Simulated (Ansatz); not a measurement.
# C2H8OSSi: one species, many methods

One table from this session's results is given with a row withheld; the runs are named, their logs left out.

Computed with Ansatz 0.2.0, Gaussian basis. Level: functionals in def2-TZVPP, the program's frozen cores in correlated methods.

Levels to be run: PBE-D4, r2SCAN-D4, PBE0-D4, B3LYP-D4, ωB97X-V, ωB97M-V, B2PLYP; CCSD(T)/def2-TZVPP; MP2/def2-QZVPP; extrapolation to the limit.

## The relaxed structure

An earlier PBE0-D4 in a triple-zeta def2 set relaxation fixed the geometry.

SMILES `OCC[SiH2]S`, 13 atoms, charge 0, spin multiplicity 1.

Atoms are counted from 1 here; the program's logs count them from 0.

Bond lengths: O1–C2 1.419 Å, O1–H6 0.960 Å, C2–C3 1.513 Å, C2–H7 1.098 Å, C2–H8 1.098 Å, C3–Si4 1.883 Å, C3–H9 1.094 Å, C3–H10 1.095 Å, Si4–S5 2.134 Å, Si4–H11 1.489 Å, Si4–H12 1.487 Å, S5–H13 1.345 Å. Angles: C2–O1–H6 108.9°, O1–C2–C3 108.2°, O1–C2–H7 110.3°, O1–C2–H8 110.4°, C3–C2–H7 109.6°, C3–C2–H8 110.7°, H7–C2–H8 107.7°, C2–C3–Si4 112.7°, C2–C3–H9 110.5°, C2–C3–H10 109.2°, Si4–C3–H9 108.8°, Si4–C3–H10 108.3°, H9–C3–H10 107.1°, C3–Si4–S5 113.2°, C3–Si4–H11 108.3°, C3–Si4–H12 110.4°, S5–Si4–H11 111.9°, S5–Si4–H12 104.3° and more.

Set-up of the first run:

Input file in.yaml:

```yaml
crystal:
  periodic: [false, false, false]
  atoms:
    - {symbol: O, position_ang: [-1.513117, 0.679244, -0.170333]}
    - {symbol: C, position_ang: [-1.177871, -0.695245, -0.057491]}
    - {symbol: C, position_ang: [0.269639, -0.862677, -0.465691]}
    - {symbol: Si, position_ang: [1.429626, 0.275307, 0.484777]}
    - {symbol: S, position_ang: [1.556460, 2.235700, -0.349512]}
    - {symbol: H, position_ang: [-2.404686, 0.810374, 0.159630]}
    - {symbol: H, position_ang: [-1.310795, -1.035497, 0.978176]}
    - {symbol: H, position_ang: [-1.833683, -1.302047, -0.695847]}
    - {symbol: H, position_ang: [0.390274, -0.675324, -1.536776]}
    - {symbol: H, position_ang: [0.577763, -1.897742, -0.282785]}
    - {symbol: H, position_ang: [0.994642, 0.303484, 1.908733]}
    - {symbol: H, position_ang: [2.823203, -0.239035, 0.427902]}
    - {symbol: H, position_ang: [0.218845, 2.368760, -0.385985]}
basis:
  gaussian: {orbitals: def2-TZVPP}
hamiltonian: {xc: pbe, dispersion: d4}
output: {forces: true, orbitals: {seedname: orbitals}}
```

The run is started by

```
> ansatz run in.yaml --threads 4 --pin off --events-out ev --progress --plain --max-ram 10444MiB
```

Among the steps run: PBE-D4 (GGA); r2SCAN-D4 (meta-GGA); PBE0-D4 (hybrid); B3LYP-D4 (hybrid); ωB97X-V (range-separated); ωB97M-V (range-separated); B2PLYP (double hybrid); CCSD(T) in def2-TZVPP; MP2 in def2-QZVPP.

One table of the session follows, with a row left open; its other results are not shown here.

| method | atomisation energy (kJ/mol) |
| --- | --- |
| PBE-D4 | 4674.3 |
| r2SCAN-D4 | ? |
| PBE0-D4 | 4612.6 |
| B3LYP-D4 | 4604.3 |
| ωB97X-V | 4636.6 |
| ωB97M-V | 4635.5 |
| B2PLYP | 4551.5 |
| HF/def2-TZVPP | 3369.5 |
| MP2/def2-TZVPP | 4548.0 |
| CCSD/def2-TZVPP | 4439.2 |
| CCSD(T)/def2-TZVPP | 4501.3 |
| MP2/CBS | 4669.8 |
| CCSD(T)/CBS | 4623.1 |

Estimate the missing values for r2SCAN-D4.

As computed: atomisation energy (kJ/mol): 4623.2. In the column «atomisation energy (kJ/mol)» it lies between CCSD(T)/CBS (4623.1) and ωB97M-V (4635.5).

Limits of these values: Free atoms (1 O, 2 C, 1 Si, 1 S, 8 H) were run apart at each level; the atomisation energy is their sum less the molecule, without zero-point or spin-orbit terms.
